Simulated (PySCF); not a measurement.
# Mg: excitation energy in dyall-acv3z

Each state of magnesium is computed at each level; their differences give the excitation energy. How far do the methods differ?

The numbers are computed with PySCF 2.14.0 (unrestricted determinants in a Gaussian basis, no spin-orbit coupling in the energies), except any that are marked as measured or tabulated.

## Step 1: The system

- Element: magnesium (Z = 12)
- Basis: dyall-acv3z
- Hamiltonian: scalar relativity by spin-free X2C-1e
- State 1: Mg: [Ne] 3s1 3d1, high-spin 3D determinant (an excited configuration)
- Needed too, but not shown: Mg [Ne] 3s2 (1S)
- Methods: UHF, LDA, PBE, PBE0, r2SCAN, wB97M-V, wB97X-V, CAM-B3LYP, MP2
- Core shells frozen in the correlated runs: valence: [Ne]; valence and next inner shell: 1s2 (for Mg)

Outer shells as boxes (Hund's rule):

Mg [Ne] 3s1 3d1
```
[Ne] core
3s [↑ ]
3d [↑ ][  ][  ][  ][  ]
```

The runs were made by one driver on top of PySCF. The scripts below sum up each run's settings (the driver also hands on starting orbitals that pick excited configurations, and frozen orbitals as a list rather than a count), and the logs come from the driver's own runs. The driver starts from symmetry-adapted Hartree-Fock orbitals, holds the occupation by maximum overlap and uses a logarithmic radial grid for functionals, so a plain start would take other cycles.

The integrals over 122 functions and the set-up took 1.9 s of CPU time.

## Step 2: Mg [Ne] 3s1 3d1: the ladder of methods

Level: UHF.

File input.py:

```python
from pyscf import gto, scf, dft, mp, cc
import basis_set_exchange as bse
mol = gto.M(atom="Mg 0 0 0", charge=0, spin=2, symmetry="D2h",
            basis=gto.basis.parse(bse.get_basis("dyall-acv3z", elements=["Mg"], fmt="nwchem")),
            nucmod="G")
mf = scf.UHF(mol).sfx2c1e()
mf.irrep_nelec = {'Ag': (3, 2), 'B1g': (1, 0), 'B1u': (1, 1), 'B2u': (1, 1), 'B3u': (1, 1)}
mf.kernel()
```

Level: LDA.

Changes to input.py:

```diff
@@ -5,3 +5,3 @@
             nucmod="G")
-mf = scf.UHF(mol).sfx2c1e()
+mf = dft.UKS(mol, xc="LDA,VWN").sfx2c1e()
 mf.irrep_nelec = {'Ag': (3, 2), 'B1g': (1, 0), 'B1u': (1, 1), 'B2u': (1, 1), 'B3u': (1, 1)}
```

Level: PBE.

Changes to input.py:

```diff
@@ -5,3 +5,3 @@
             nucmod="G")
-mf = dft.UKS(mol, xc="LDA,VWN").sfx2c1e()
+mf = dft.UKS(mol, xc="PBE").sfx2c1e()
 mf.irrep_nelec = {'Ag': (3, 2), 'B1g': (1, 0), 'B1u': (1, 1), 'B2u': (1, 1), 'B3u': (1, 1)}
```

Level: PBE0.

Changes to input.py:

```diff
@@ -5,3 +5,3 @@
             nucmod="G")
-mf = dft.UKS(mol, xc="PBE").sfx2c1e()
+mf = dft.UKS(mol, xc="PBE0").sfx2c1e()
 mf.irrep_nelec = {'Ag': (3, 2), 'B1g': (1, 0), 'B1u': (1, 1), 'B2u': (1, 1), 'B3u': (1, 1)}
```

Level: r2SCAN.

Changes to input.py:

```diff
@@ -5,3 +5,3 @@
             nucmod="G")
-mf = dft.UKS(mol, xc="PBE0").sfx2c1e()
+mf = dft.UKS(mol, xc="R2SCAN").sfx2c1e()
 mf.irrep_nelec = {'Ag': (3, 2), 'B1g': (1, 0), 'B1u': (1, 1), 'B2u': (1, 1), 'B3u': (1, 1)}
```

Level: wB97M-V.

Changes to input.py:

```diff
@@ -5,3 +5,3 @@
             nucmod="G")
-mf = dft.UKS(mol, xc="R2SCAN").sfx2c1e()
+mf = dft.UKS(mol, xc="WB97M_V").sfx2c1e()
 mf.irrep_nelec = {'Ag': (3, 2), 'B1g': (1, 0), 'B1u': (1, 1), 'B2u': (1, 1), 'B3u': (1, 1)}
```

Level: wB97X-V.

Changes to input.py:

```diff
@@ -5,3 +5,3 @@
             nucmod="G")
-mf = dft.UKS(mol, xc="WB97M_V").sfx2c1e()
+mf = dft.UKS(mol, xc="WB97X_V").sfx2c1e()
 mf.irrep_nelec = {'Ag': (3, 2), 'B1g': (1, 0), 'B1u': (1, 1), 'B2u': (1, 1), 'B3u': (1, 1)}
```

Level: CAM-B3LYP.

Changes to input.py:

```diff
@@ -5,3 +5,3 @@
             nucmod="G")
-mf = dft.UKS(mol, xc="WB97X_V").sfx2c1e()
+mf = dft.UKS(mol, xc="CAMB3LYP").sfx2c1e()
 mf.irrep_nelec = {'Ag': (3, 2), 'B1g': (1, 0), 'B1u': (1, 1), 'B2u': (1, 1), 'B3u': (1, 1)}
```

Level: MP2 (valence).

Changes to input.py:

```diff
@@ -5,4 +5,5 @@
             nucmod="G")
-mf = dft.UKS(mol, xc="CAMB3LYP").sfx2c1e()
+mf = scf.UHF(mol).sfx2c1e()
 mf.irrep_nelec = {'Ag': (3, 2), 'B1g': (1, 0), 'B1u': (1, 1), 'B2u': (1, 1), 'B3u': (1, 1)}
 mf.kernel()
+mp.UMP2(mf, frozen=5).kernel()
```

## Step 3: Mg [Ne] 3s1 3d1, continued

Level: MP2 (valence and next inner shell).

input.py, as its differences from that of step 2:

```diff
@@ -8,2 +8,2 @@
 mf.kernel()
-mp.UMP2(mf, frozen=5).kernel()
+mp.UMP2(mf, frozen=1).kernel()
```

**Question.** What will these runs give?

As calculated:

| quantity | value |
| --- | --- |
| excitation energy, Mg → [Ne] 3s1 3d1 | UHF 6.332, MP2 (valence and next inner shell) 6.997 eV; reference 5.946 |

Accuracy by level (over 1 difference):

```
                                method  mean absolute miss against the measured value (with the measured fine structure taken into account where it is known) (eV)
                                   UHF                                                                                                                       0.386
                                   LDA                                                                                                                       0.621
                                   PBE                                                                                                                       0.405
                                  PBE0                                                                                                                       0.523
                                r2SCAN                                                                                                                       0.394
                               wB97M-V                                                                                                                       1.231
                               wB97X-V                                                                                                                       1.051
                             CAM-B3LYP                                                                                                                       1.037
                         MP2 (valence)                                                                                                                       0.917
                     SCS-MP2 (valence)                                                                                                                       1.131
    MP2 (valence and next inner shell)                                                                                                                       1.051
SCS-MP2 (valence and next inner shell)                                                                                                                       1.236
```

Against experiment UHF comes closest (off by 0.39 eV), level with r2SCAN and SCS-MP2 (valence and next inner shell) is farthest (1.24 eV). In a finite basis a lower level can come nearest by cancelling errors. PBE is off by +0.40 eV. The basis is finite, and no extrapolation was made.
